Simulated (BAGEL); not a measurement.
**GeSiH6O (SMILES [OH][GeH2][SiH3]): a chain of runs**

Wanted: the energy (HF/def2-SVP), then the energy (NEVPT2(2,2)/def2-SVP) of GeSiH6O. 

The results are computed with BAGEL 1.2.2.

1 further run of the same task is left out (set aside as unsound or not needed).

## Step 1: The system as given

GeSiH6O: 9 atoms, total charge 0, spin state singlet. SMILES: `[OH][GeH2][SiH3]`. The Ge2–H5 distance was set to 4.329 Å, away from the relaxed value. At this shape a bond of the SMILES string is far longer than usual.

Bond lengths: O1–Ge2 1.791 Å, Ge2–Si3 2.389 Å, O1–H4 0.960 Å, Ge2–H6 1.536 Å, Si3–H7 1.488 Å, Si3–H8 1.488 Å, Si3–H9 1.486 Å. Angles: O1–Ge2–Si3 109.9°, O1–Ge2–H6 103.6°, Si3–Ge2–H6 113.0°, Ge2–O1–H4 112.4°, Ge2–Si3–H7 110.2°, Ge2–Si3–H8 109.3°, Ge2–Si3–H9 110.4°, H7–Si3–H8 108.8°, H7–Si3–H9 109.3°, H8–Si3–H9 108.9°.

## Step 2: The energy at HF/def2-SVP (density fitting with svp-jkfit) (run 1)

hf.json reads:

```json
{ "bagel": [

{
  "title": "molecule",
  "basis": "svp",
  "df_basis": "svp-jkfit",
  "angstrom": true,
  "geometry": [
    { "atom": "O", "xyz": [   -3.082733,    1.124701,    1.537241 ] },
    { "atom": "Ge", "xyz": [   -1.331033,    1.021101,    1.896541 ] },
    { "atom": "Si", "xyz": [   -0.891533,   -0.889199,    3.262441 ] },
    { "atom": "H", "xyz": [   -3.390733,    0.389401,    1.003041 ] },
    { "atom": "H", "xyz": [    0.873700,    0.832100,   -1.824400 ] },
    { "atom": "H", "xyz": [   -1.029233,    2.348201,    2.607941 ] },
    { "atom": "H", "xyz": [    0.568667,   -1.011299,    3.520441 ] },
    { "atom": "H", "xyz": [   -1.357233,   -2.114699,    2.558341 ] },
    { "atom": "H", "xyz": [   -1.610133,   -0.774599,    4.557841 ] }
  ]
},
{ "title": "hf" },
{ "title": "print", "file": "orbitals.molden", "orbitals": true }

]}
```

Run with:

```console
$ BAGEL_NUM_THREADS=1 BAGEL hf.json > hf.out
```

The program printed:

```text
* using 1 threads per process

  ===============================================================
  ===============================================================

  *** Geometry ***

  { "atom" : "O", "xyz" : [     -5.825521,      2.125377,      2.904964 ] },
  { "atom" : "Ge", "xyz" : [     -2.515288,      1.929601,      3.583943 ] },
  { "atom" : "Si", "xyz" : [     -1.684753,     -1.680343,      6.165120 ] },
  { "atom" : "H", "xyz" : [     -6.407557,      0.735861,      1.895473 ] },
  { "atom" : "H", "xyz" : [      1.651054,      1.572441,     -3.447616 ] },
  { "atom" : "H", "xyz" : [     -1.944968,      4.437457,      4.928294 ] },
  { "atom" : "H", "xyz" : [      1.074625,     -1.911078,      6.652669 ] },
  { "atom" : "H", "xyz" : [     -2.564799,     -3.996202,      4.834564 ] },
  { "atom" : "H", "xyz" : [     -3.042710,     -1.463780,      8.613071 ] },

  Number of auxiliary basis functions:      579

  Since a DF basis is specified, we compute 2- and 3-index integrals:
    o Being stored without compression. Storage requirement is 0.041 GB

  Number of basis functions:       94
  Number of electrons      :       60

    * METHOD: MOLECULE                             0.39

  *** RHF ***

  === Nuclear Repulsion ===
   262.6492000248

      * DIIS with orbital gradients will be used.

  === RHF iteration (svp) ===
      0      -2441.73702666          0.01697618           0.14
      1      -2441.68831108          0.01588789           0.14
      2      -2441.96512828          0.00486973           0.14
      3      -2442.00557333          0.00118047           0.14
      4      -2442.00750912          0.00020915           0.14
      5      -2442.00761875          0.00008038           0.14
      6      -2442.00763161          0.00003096           0.14
      7      -2442.00763369          0.00001320           0.14
      8      -2442.00763391          0.00000768           0.14
      9      -2442.00763402          0.00000168           0.13
     10      -2442.00763403          0.00000044           0.13
     11      -2442.00763403          0.00000015           0.14
     12      -2442.00763403          0.00000008           0.14
     13      -2442.00763403          0.00000002           0.13
     14      -2442.00763403          0.00000001           0.14
    * SCF iteration converged.

    * Permanent dipole moment:
           (    0.849988,     0.684658,    -2.049312) a.u.

    * METHOD: HF                                   2.37

    * METHOD: PRINT                                0.02

  ===============================================================
```

It took 2.9 s on 1 thread of Arm Neoverse V1, shared host; peak memory 0.16 GiB.

## Step 3: A single-point energy at NEVPT2(2,2)/def2-SVP (density fitting with svp-jkfit) (run 2)

input.json reads:

```json
{ "bagel" : [

{
  "title" : "molecule",
  "basis" : "svp",
  "df_basis" : "svp-jkfit",
  "angstrom" : true,
  "geometry" : [
    { "atom" : "O", "xyz" : [      -3.082733,       1.124701,       1.537241 ] },
    { "atom" : "Ge", "xyz" : [      -1.331033,       1.021101,       1.896541 ] },
    { "atom" : "Si", "xyz" : [      -0.891533,      -0.889199,       3.262441 ] },
    { "atom" : "H", "xyz" : [      -3.390733,       0.389401,       1.003041 ] },
    { "atom" : "H", "xyz" : [       0.873700,       0.832100,      -1.824400 ] },
    { "atom" : "H", "xyz" : [      -1.029233,       2.348201,       2.607941 ] },
    { "atom" : "H", "xyz" : [       0.568667,      -1.011299,       3.520441 ] },
    { "atom" : "H", "xyz" : [      -1.357233,      -2.114699,       2.558341 ] },
    { "atom" : "H", "xyz" : [      -1.610133,      -0.774599,       4.557841 ] }
  ]
},

{ "title" : "hf" },

{ "title" : "casscf", "nstate" : 1, "nact" : 2, "nclosed" : 29, "active" : [30, 31], "maxiter" : 200, "natocc" : true },

{ "title" : "nevpt2", "nstate" : 1, "nact" : 2, "nclosed" : 29, "active" : [30, 31], "maxiter" : 200, "natocc" : true, "ncore" : 15 },

{ "title" : "print", "file" : "orbitals.molden", "orbitals" : true }

]}
```

Run with:

```console
$ BAGEL_NUM_THREADS=1 BAGEL input.json > input.out
```

The program printed:

```text
* using 1 threads per process

  ===============================================================
  ===============================================================

  *** Geometry ***

  { "atom" : "O", "xyz" : [     -5.825521,      2.125377,      2.904964 ] },
  { "atom" : "Ge", "xyz" : [     -2.515288,      1.929601,      3.583943 ] },
  { "atom" : "Si", "xyz" : [     -1.684753,     -1.680343,      6.165120 ] },
  { "atom" : "H", "xyz" : [     -6.407557,      0.735861,      1.895473 ] },
  { "atom" : "H", "xyz" : [      1.651054,      1.572441,     -3.447616 ] },
  { "atom" : "H", "xyz" : [     -1.944968,      4.437457,      4.928294 ] },
  { "atom" : "H", "xyz" : [      1.074625,     -1.911078,      6.652669 ] },
  { "atom" : "H", "xyz" : [     -2.564799,     -3.996202,      4.834564 ] },
  { "atom" : "H", "xyz" : [     -3.042710,     -1.463780,      8.613071 ] },

  Number of auxiliary basis functions:      579

  Since a DF basis is specified, we compute 2- and 3-index integrals:
    o Being stored without compression. Storage requirement is 0.041 GB

  Number of basis functions:       94
  Number of electrons      :       60

    * METHOD: MOLECULE                             0.38

  *** RHF ***

  === Nuclear Repulsion ===
   262.6492000248

      * DIIS with orbital gradients will be used.

  === RHF iteration (svp) ===
      0      -2441.73702666          0.01697618           0.14
      1      -2441.68831108          0.01588789           0.14
      2      -2441.96512828          0.00486973           0.14
      3      -2442.00557333          0.00118047           0.14
      4      -2442.00750912          0.00020915           0.14
      5      -2442.00761875          0.00008038           0.14
      6      -2442.00763161          0.00003096           0.14
      7      -2442.00763369          0.00001320           0.14
      8      -2442.00763391          0.00000768           0.14
      9      -2442.00763402          0.00000168           0.14
     10      -2442.00763403          0.00000044           0.14
     11      -2442.00763403          0.00000015           0.14
     12      -2442.00763403          0.00000008           0.14
     13      -2442.00763403          0.00000002           0.14
     14      -2442.00763403          0.00000001           0.14
    * SCF iteration converged.

    * Permanent dipole moment:
           (    0.849988,     0.684658,    -2.049312) a.u.

    * METHOD: HF                                   2.40

  ---------------------------
      CASSCF calculation
  ---------------------------

    ==== Active orbitals : =====
         Orbital 30
         Orbital 31
    ============================

    * nstate   :      1
    * nclosed  :     29
    * nact     :      2
    * nvirt    :     63
  === CASSCF iteration (svp) ===

    * Using the second-order algorithm

      0  0     -2442.11316408     5.82e-03      0.03

      1  0     -2442.13801857     2.94e-04      0.78

      2  0     -2442.13808427     5.91e-05      0.79

      3  0     -2442.13808657     1.43e-05      0.76

      4  0     -2442.13808670     3.43e-06      0.75

      5  0     -2442.13808671     8.27e-07      0.76

      6  0     -2442.13808671     1.99e-07      0.69

      7  0     -2442.13808671     4.80e-08      0.73

      8  0     -2442.13808671     1.16e-08      0.57

      9  0     -2442.13808671     2.79e-09      0.55

    * Second-order optimization converged. *

     guess   0:   closed 1.                   open ..

  === FCI iteration ===

      0  0     -2441.98114265     9.15e-02      0.00
      1  0     -2442.13294275     2.07e-02      0.00
      2  0 *   -2442.13808671     2.84e-16      0.00

     * ci vector, state   0, <S^2> = 0.0000
       2.     0.7534659043
       .2    -0.6574869817

    * METHOD: CASSCF                               6.73

    * freezing 15 orbitals

  === DF-NEVPT2 calculation ===

    * 3-index integral transformation done
    * assembly done

      NEVPT2 correlation energy:   -0.5077452542      0.25

          (+0)     -0.4692931208
          (+0)'    -0.0038270203
          (+1)     -0.0126178841
          (+1)'    -0.0000000000
          (+2)     -0.0000174831
          (-1)     -0.0219511497
          (-1)'     0.0000000000
          (-2)     -0.0000385962

      NEVPT2 total energy:       -2442.6458319629

    * METHOD: NEVPT2                               0.48

    * METHOD: PRINT                                0.02

  ===============================================================
```

Run time: 10 s. Hardware: 1 thread of Arm Neoverse V1, shared host; peak memory 0.16 GiB.

## Step 4: Summary of results

| quantity | value |
| --- | --- |
| run 1, HF/def2-SVP: total energy | -2442.00763 Eh |
| run 1, HF/def2-SVP: dipole moment | 5.90 D |
| run 1, HF/def2-SVP: HOMO energy | -6.52 eV |
| run 1, HF/def2-SVP: LUMO energy | -2.16 eV |
| run 1, HF/def2-SVP: HOMO–LUMO gap | 4.36 eV |
| run 2, NEVPT2(2,2)/def2-SVP: total energy | -2442.64583 Eh |

**Reading.** One bond (run 1, HF/def2-SVP) is far stretched, which a spin-restricted single reference describes badly; a broken-symmetry solution may lie lower.
